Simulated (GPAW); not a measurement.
Sn3Se:

```xyz
4
Lattice="0.0000 3.7331 3.7331 3.7331 0.0000 3.7331 3.7331 3.7331 0.0000" Properties=species:S:1:pos:R:3 pbc="T T T"
Sn    3.7331    3.7331    3.7331
Sn    5.5997    5.5997    5.5997
Sn    1.8666    1.8666    1.8666
Se    0.0000    0.0000    0.0000
```

The cell comes from a database or a generator and needn't be the stable form of this composition.

Base run:

* Program: GPAW 26.7.0
* Functional: PBE
* Potentials or basis: GPAW PAW data sets (gpaw-data 1.2.1)
* Cutoff: 600 eV
* Basis: pw
* k mesh: 6 × 6 × 6
* Occupations: fermi-dirac, width 0.05 eV
* Spin: no spin polarisation

Its results: pressure -0.4 GPa.

**Question.** The run is repeated on the same cell with these changes: cutoff from 600 eV to 450 eV; k mesh from 6 × 6 × 6 to 5 × 5 × 5. What comes out?

**Answer.** Pressure -1.6 GPa.

Caveats: the cutoff is short for stress and forces, so pressures can be off by a GPa or more (some runs).

Not every run made on this cell is shown here.
